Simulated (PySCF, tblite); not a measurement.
# C₁₂H₃₀O₂Si₁₅: electronic excitations, NMR shifts, part 2 of 2

tblite 0.8.0 and PySCF 2.14.0. Atoms count from 0. The steps go on from the part before.

### Step 4. NMR shifts: GIAO KT3/pcSseg-1

Job settings and geometry (Å):

```
{"job": {"kind": "nmr", "xc": "KT3", "basis": "pcSseg-1", "pop": false}, "charge": 0, "multiplicity": 1}
C     -1.446718    -3.637762    -0.735252
C     -1.378898    -1.430334    -2.916302
C     -1.463827    -1.462510     1.462647
Si    -2.545810    -2.489774     0.299400
C     -1.398646     0.742506    -0.742487
Si    -2.496751    -0.408316    -1.769867
C     -1.447619     0.735592     3.637792
C     -1.379639     2.916684     1.430217
Si    -2.497042     1.769639     0.408295
Si    -2.546155    -0.299560     2.489861
C      0.800244    -1.489910    -0.738908
Si    -0.310458    -2.579710    -1.834736
C      2.991954    -1.420940     1.422238
Si     1.922598    -2.562249     0.348509
C      0.758372     2.931243    -0.723076
C      2.962773     0.720949    -0.719844
C      0.758849     0.723606    -2.930746
Si     1.876844    -0.368556    -1.841783
Si    -0.335737    -0.337760    -4.047564
Si    -0.326465     1.849407    -1.849122
Si     4.110008    -0.342092     0.343660
Si    -0.336609     4.048073     0.337693
C      0.799636     0.739422     1.490660
Si     1.876243     1.842517     0.369493
Si     1.921936    -0.347694     2.563343
Si    -0.306740    -0.379890     0.380237
Si    -0.311435     1.835321     2.579976
O     -3.239682    -1.454081    -0.753353
O     -3.239974     0.753116     1.454074
H     -2.073833    -4.268888    -1.360100
H     -0.863458    -4.300233    -0.103199
H     -2.021348    -2.053640    -3.537242
H     -0.889010    -2.115520     2.115541
H     -3.708885    -3.144729     0.910964
H     -3.649974     0.214200    -2.436682
H     -2.075054     1.360278     4.268726
H     -0.864361     0.103724     4.300395
H     -2.022426     3.537466     2.053343
H     -3.650304     2.436099    -0.214564
H     -3.709208    -0.911372     3.144574
H      0.499036    -3.474808    -2.706749
H      3.623369    -2.048113     2.049532
H      2.783230    -3.425929    -0.489790
H      1.171944    -3.487847     1.229441
H      1.392532     3.557843    -1.348106
H      3.579091     1.355656    -1.354456
H      1.392952     1.348780    -3.557283
H      2.747844    -1.198248    -2.723572
H     -1.196829     0.517107    -4.890713
H      0.489384    -1.158400    -4.957793
H     -1.190110     2.709056    -2.708807
H      4.995938    -1.172530    -0.496590
H      4.995260     0.498656     1.174366
H     -1.197737     4.890595    -0.517552
H      0.487999     4.958521     1.158414
H      2.746890     2.724545     1.199399
H      1.171017    -1.228900     3.488461
H      2.781962     0.490746     3.427456
H      0.497609     2.707504     3.475272
```

Level: GIAO KT3/pcSseg-1 NMR shielding, non-relativistic, gas phase.

The program printed:

```text
start: PBE on a coarse grid of 53278 points
cycle   1  E = -4964.4605369142  dE =  4.394e+00  |g| = 1.952e+00  |ddm| = 8.662e+00
cycle   2  E = -4961.8088756414  dE =  2.652e+00  |g| = 3.842e+00  |ddm| = 7.857e+00
cycle   3  E = -4965.1272520837  dE = -3.318e+00  |g| = 8.328e-01  |ddm| = 7.182e+00
cycle   4  E = -4965.2897154904  dE = -1.625e-01  |g| = 1.794e-01  |ddm| = 1.593e+00
cycle   5  E = -4965.2950648201  dE = -5.349e-03  |g| = 1.026e-01  |ddm| = 3.807e-01
cycle   6  E = -4965.2978504261  dE = -2.786e-03  |g| = 2.890e-02  |ddm| = 1.754e-01
cycle   7  E = -4965.2980441390  dE = -1.937e-04  |g| = 1.198e-02  |ddm| = 5.632e-02
cycle   8  E = -4965.2980768593  dE = -3.272e-05  |g| = 3.527e-03  |ddm| = 2.357e-02
final grid: 427418 points
cycle   9  E = -5013.0169018177  dE = -1.106e-01  |g| = 4.992e-01  |ddm| = 1.517e+00
cycle  10  E = -5013.0030154721  dE =  1.389e-02  |g| = 4.370e-01  |ddm| = 8.587e-01
cycle  11  E = -5013.0174028211  dE = -1.439e-02  |g| = 2.904e-01  |ddm| = 8.257e-01
cycle  12  E = -5013.0335050793  dE = -1.610e-02  |g| = 1.864e-02  |ddm| = 3.512e-01
cycle  13  E = -5013.0335871769  dE = -8.210e-05  |g| = 9.349e-03  |ddm| = 5.210e-02
cycle  14  E = -5013.0336121199  dE = -2.494e-05  |g| = 3.283e-03  |ddm| = 2.053e-02
cycle  15  E = -5013.0336129967  dE = -8.768e-07  |g| = 7.726e-04  |ddm| = 5.622e-03
cycle  16  E = -5013.0336159266  dE = -2.930e-06  |g| = 2.994e-04  |ddm| = 1.610e-03
cycle  17  E = -5013.0336120837  dE =  3.843e-06  |g| = 7.875e-05  |ddm| = 6.186e-04
converged SCF energy = -5013.0336120837

GIAO shielding tensors (ppm)
atom      isotropic    diamagn.    paramagn.     s11        s22        s33       span
  0 C      179.144     261.703     -82.559    171.803    179.960    185.670     13.866
  1 C      180.168     267.783     -87.615    172.564    175.009    192.931     20.367
  2 C      169.036     270.723    -101.687    159.583    168.174    179.351     19.768
  3 Si     370.591     886.408    -515.817    346.372    374.210    391.192     44.820
  4 C      158.958     274.373    -115.415    143.400    160.486    172.990     29.591
  5 Si     377.079     887.851    -510.772    350.820    383.981    396.437     45.618
  6 C      179.152     261.702     -82.551    171.818    179.977    185.659     13.841
  7 C      180.170     267.788     -87.618    172.563    175.017    192.930     20.367
  8 Si     377.084     887.853    -510.769    350.804    383.993    396.455     45.651
  9 Si     370.584     886.410    -515.826    346.385    374.215    391.154     44.769
 10 C      172.400     269.429     -97.029    166.346    172.397    178.457     12.111
 11 Si     382.471     887.037    -504.566    356.755    383.015    407.643     50.888
 12 C      193.222     265.766     -72.544    181.145    181.564    216.958     35.813
 13 Si     404.777     887.842    -483.065    373.532    387.504    453.294     79.762
 14 C      183.102     265.783     -82.682    174.089    178.653    196.563     22.473
 15 C      181.197     265.494     -84.296    172.336    173.525    197.730     25.394
 16 C      183.098     265.784     -82.685    174.091    178.644    196.560     22.469
 17 Si     380.182     886.698    -506.517    354.527    388.518    397.499     42.972
 18 Si     407.654     884.809    -477.155    378.477    391.268    453.218     74.741
 19 Si     388.214     887.423    -499.209    358.099    391.982    414.561     56.462
 20 Si     398.850     884.689    -485.839    375.727    376.297    444.525     68.799
 21 Si     407.660     884.813    -477.153    378.503    391.274    453.204     74.701
 22 C      172.400     269.425     -97.024    166.341    172.393    178.466     12.125
 23 Si     380.183     886.703    -506.520    354.533    388.522    397.495     42.962
 24 Si     404.779     887.842    -483.064    373.547    387.499    453.290     79.743
 25 Si     369.862     888.250    -518.388    359.078    362.122    388.385     29.307
 26 Si     382.472     887.038    -504.566    356.761    382.998    407.656     50.895
 27 O      226.520     409.346    -182.826    135.729    258.503    285.328    149.599
 28 O      226.516     409.348    -182.832    135.706    258.517    285.326    149.619
 29 H       31.492      29.755       1.737     27.156     27.836     39.485     12.330
 30 H       31.489      34.316      -2.827     26.144     30.805     37.519     11.375
 31 H       31.839      31.349       0.490     26.327     28.842     40.349     14.022
 32 H       31.024      40.393      -9.368     28.500     28.947     35.627      7.127
 33 H       26.099      28.455      -2.356     22.485     22.934     32.880     10.395
 34 H       26.197      31.383      -5.186     22.838     23.448     32.306      9.468
 35 H       31.493      29.754       1.740     27.157     27.836     39.487     12.330
 36 H       31.490      34.316      -2.826     26.145     30.806     37.520     11.375
 37 H       31.840      31.349       0.491     26.327     28.843     40.349     14.022
 38 H       26.197      31.383      -5.186     22.838     23.448     32.305      9.467
 39 H       26.100      28.456      -2.356     22.484     22.934     32.880     10.396
 40 H       26.423      33.116      -6.693     23.482     23.810     31.978      8.496
 41 H       32.675      29.969       2.706     27.229     27.477     43.320     16.090
 42 H       27.068      32.895      -5.827     22.949     25.333     32.921      9.972
 43 H       26.673      34.447      -7.775     23.024     26.282     30.713      7.689
 44 H       32.156      34.082      -1.927     26.864     29.459     40.144     13.281
 45 H       32.159      34.104      -1.945     26.940     29.403     40.135     13.196
 46 H       32.155      34.082      -1.927     26.863     29.457     40.144     13.281
 47 H       26.216      34.529      -8.313     22.696     24.602     31.352      8.656
 48 H       27.027      29.716      -2.688     23.302     24.250     33.531     10.230
 49 H       26.964      29.871      -2.907     23.198     24.218     33.476     10.279
 50 H       26.469      34.130      -7.661     22.847     24.666     31.894      9.047
 51 H       26.824      29.727      -2.903     23.447     23.806     33.219      9.772
 52 H       26.824      29.728      -2.904     23.447     23.806     33.218      9.771
 53 H       27.029      29.718      -2.689     23.304     24.251     33.533     10.229
 54 H       26.965      29.873      -2.908     23.199     24.219     33.478     10.279
 55 H       26.216      34.530      -8.314     22.696     24.602     31.351      8.656
 56 H       26.673      34.448      -7.775     23.024     26.282     30.711      7.687
 57 H       27.068      32.895      -5.827     22.949     25.333     32.922      9.972
 58 H       26.423      33.117      -6.694     23.482     23.810     31.978      8.496
```

Wall time 98 s (4 threads of Arm Neoverse N1, shared host); peak memory 2.6 GiB.

The references, computed at this level on geometries of the same kind, shield at (ppm): 1H TMS 31.76, 13C TMS 184.7, 29Si TMS 361.7, 17O H2O 330.8. Their shielding less the atom's gives the shift. The references are single molecules in the gas phase, so shifts against H2O, NH3, PH3, H3PO4 or CFCl3 are not on the usual liquid scales and can be off by tens of ppm. Atoms listed in one row are averaged.

```
     atoms                             environment  σ (ppm)  δ (ppm)
        C4                   carbon bonded to 4 Si    159.0     25.8
        C2                carbon bonded to 3 Si, H    169.0     15.7
  C10, C22                   carbon bonded to 4 Si    172.4     12.3
    C0, C6              carbon bonded to 2 Si, 2 H    179.1      5.6
    C1, C7                carbon bonded to 3 Si, H    180.2      4.6
       C15                carbon bonded to 3 Si, H    181.2      3.5
  C14, C16                carbon bonded to 3 Si, H    183.1      1.6
       C12                carbon bonded to 3 Si, H    193.2     -8.5
  H33, H39  hydrogen on a silicon bonded to 2 C, O    26.10     5.66
  H34, H38  hydrogen on a silicon bonded to 2 C, O    26.20     5.56
  H47, H55     hydrogen on a silicon bonded to 3 C    26.22     5.54
  H40, H58     hydrogen on a silicon bonded to 3 C    26.42     5.34
       H50     hydrogen on a silicon bonded to 3 C    26.47     5.29
  H43, H56     hydrogen on a silicon bonded to 2 C    26.67     5.09
  H51, H52     hydrogen on a silicon bonded to 2 C    26.82     4.94
  H49, H54     hydrogen on a silicon bonded to 2 C    26.96     4.80
  H48, H53     hydrogen on a silicon bonded to 2 C    27.03     4.73
  H42, H57     hydrogen on a silicon bonded to 2 C    27.07     4.69
       H32     hydrogen on a carbon bonded to 3 Si    31.02     0.74
  H30, H36     hydrogen on a carbon bonded to 2 Si    31.49     0.27
  H29, H35     hydrogen on a carbon bonded to 2 Si    31.49     0.27
  H31, H37     hydrogen on a carbon bonded to 3 Si    31.84    -0.08
  H44, H46     hydrogen on a carbon bonded to 3 Si    32.16    -0.40
       H45     hydrogen on a carbon bonded to 3 Si    32.16    -0.40
       H41     hydrogen on a carbon bonded to 3 Si    32.68    -0.92
      Si25                   silicon bonded to 4 C    369.9     -8.2
  Si3, Si9             silicon bonded to 2 C, O, H    370.6     -8.9
  Si5, Si8             silicon bonded to 2 C, O, H    377.1    -15.4
Si17, Si23                silicon bonded to 3 C, H    380.2    -18.5
Si11, Si26                silicon bonded to 3 C, H    382.5    -20.8
      Si19                silicon bonded to 3 C, H    388.2    -26.5
      Si20              silicon bonded to 2 C, 2 H    398.8    -37.2
Si13, Si24              silicon bonded to 2 C, 2 H    404.8    -43.1
Si18, Si21              silicon bonded to 2 C, 2 H    407.7    -46.0
  O27, O28                   oxygen bonded to 2 Si    226.5    104.3
```

Ring of atoms C0, C1, Si3, Si5, Si11, O27: NICS(0) -1.0, NICS(1) -0.8, NICS(1)zz 0.8 ppm (means of both faces).

Ring of atoms C0, C2, Si3, C10, Si11, Si25: NICS(0) -0.9, NICS(1) -0.7, NICS(1)zz 2.2 ppm (means of both faces).

Ring of atoms C1, C4, Si5, C16, Si18, Si19: NICS(0) -1.3, NICS(1) -0.8, NICS(1)zz 0.2 ppm (means of both faces; NICS(1) differs between them: -1.9 and 0.3).

### Step 5. What came out

This closing draws on all 2 parts.

| quantity | value |
| --- | --- |
| lowest singlet (B3LYP/6-31G*) | 5.50 eV (225 nm), f = 0.002 |
| brightest single state of those computed | state 5, 5.87 eV, f = 0.003 |
| lowest triplet | 5.38 eV |
| 13C shifts against TMS (KT3/pcSseg-1, means over atoms taken as alike) | 25.8, 15.7, 12.3, 5.6, 4.6, 3.5, 1.6, -8.5 ppm |
| 1H shifts against TMS (KT3/pcSseg-1, means over atoms taken as alike) | 5.66, 5.56, 5.54, 5.34, 5.29, 5.09, 4.94, 4.80, 4.73, 4.69, 0.74, 0.27, 0.27, -0.08 ppm and more |
| 29Si shifts against TMS (KT3/pcSseg-1, means over atoms taken as alike) | -8.2, -8.9, -15.4, -18.5, -20.8, -26.5, -37.2, -43.1, -46.0 ppm |
| 17O shifts against H2O (KT3/pcSseg-1, means over atoms taken as alike) | 104.3 ppm |

**Reading.** The first singlet state (HOMO→LUMO 0.98) lies at 5.50 eV and is weak; of the 6 states computed, the strongest absorption comes from state 5 at 5.87 eV. The lowest triplet lies 0.12 eV below the lowest singlet. At KT3/pcSseg-1: Shielding is most anisotropic at O27, O28 (span 150 ppm, paramagnetic term -183 ppm).
